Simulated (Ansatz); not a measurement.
# CuGe4: the cost of one run

Method: DFT PBE, scalar-relativistic, plane waves, PAW, in Ansatz 0.2.0.

3 further runs of the same task are left out: 3 set aside as unsound or not needed. Runs told in other sessions of the task aren't counted.

## Step 1: Starting point

Symmetry: Pmm2, No. 25, orthorhombic system. Conventional cell: a = 4.074 Å, b = 4.074 Å, c = 19.856 Å, α = 90.00°, β = 90.00°, γ = 90.00°. Ge (site symmetry mm2) is surrounded by 2 Ge at 2.49 Å. Ge (site symmetry mm2) has 4 Ge at 2.49 to 2.53 Å in its first shell of neighbours. Ge (site symmetry mm2) has 4 Ge at 2.48 to 2.53 Å in its first shell of neighbours. Around Ge (site symmetry mm2) lie 2 Ge at 2.48 Å and 1 Cu at 2.52 Å. Cu (site symmetry mm2) has 1 Ge at 2.52 Å in its first shell of neighbours.

Structure file:

```cif
data_structure
_symmetry_space_group_name_H-M 'Pmm2'
_symmetry_Int_Tables_number 25
_cell_length_a 4.0741
_cell_length_b 4.0741
_cell_length_c 19.8558
_cell_angle_alpha 90.000
_cell_angle_beta 90.000
_cell_angle_gamma 90.000
_cell_volume 329.56
loop_
_atom_site_label
_atom_site_type_symbol
_atom_site_symmetry_multiplicity
_atom_site_Wyckoff_symbol
_atom_site_fract_x
_atom_site_fract_y
_atom_site_fract_z
_atom_site_occupancy
Ge1 Ge 1 b 0.00000 0.50000 0.20145 1
Ge2 Ge 1 a 0.00000 0.00000 0.27400 1
Ge3 Ge 1 c 0.50000 0.00000 0.34937 1
Ge4 Ge 1 d 0.50000 0.50000 0.42082 1
Cu1 Cu 1 d 0.50000 0.50000 0.54774 1
```

This is the geometry of the first run shown, built on a cell relaxed beforehand with the same method.

## Step 2: Plan of the line

Atoms count from 1 in the order of the input.

Cu is moved over the surface cell; relaxed at each place: the height of the adsorbate's atoms; substrate rigid; the origin of the map has the adsorbate above Ge4.

- position of Cu5 along the first surface vector, from above Ge4: 8 values from 0.000 to 0.875, periodic
- position of Cu5 along the second surface vector, from above Ge4: 8 values from 0.000 to 0.875, periodic

Relaxed at each point: the height of the adsorbate's atoms; substrate rigid. Points are written as (first, second).

The two vectors of the plane (Å): (4.074, 0.000, 0.000); (0.000, 4.074, 0.000).

## Step 3: Point (0/8, 0/8) of the map's two axes

Contents of input.yaml:

```yaml
crystal:
  lattice:
    - [4.0740542205, 0.0, 0.0]
    - [0.0, 4.0740542205, 0.0]
    - [0.0, 0.0, 19.855756859]
  atoms:
    - { symbol: Ge, position: [0.0, 0.5, 0.20145291] }
    - { symbol: Ge, position: [0.0, 0.0, 0.2739958855] }
    - { symbol: Ge, position: [0.5, 0.0, 0.3493666156] }
    - { symbol: Ge, position: [0.5, 0.5, 0.4208228837] }
    - { symbol: Cu, position: [0.5, 0.5, 0.547738217] }
basis:
  ecutwfc: 420
kpoints:
  mp_grid: { grid: [7, 7, 1] }
hamiltonian:
  xc: pbe
  pseudopotentials: { kind: paw, azcp: { folder: soft_1 } }
scf:
  occupations: { method: gaussian, width: 0.1 }
output:
  forces: true
  eigenvalues: true
relax:
  adjacent_minimum: "off"
  f_tol: 0.025
  max_steps: 16
  constraints: [{ sites: [0, 1, 2, 3] }, { sites: [4], fix: xy }]
efield:
  axis: 3
  dipole_correction: true
  ramp_width: 0.04
```

Launch:

```console
> ansatz run input.yaml --threads 2 --pin off --max-ram 6144MiB --backend cpu --events-out ev --progress --plain --runs-dir out
```

What time and memory should one allow on 2 threads of AMD EPYC 9R45 (Zen 5), shared host?

About 21 s, with a peak of 0.7 GiB.
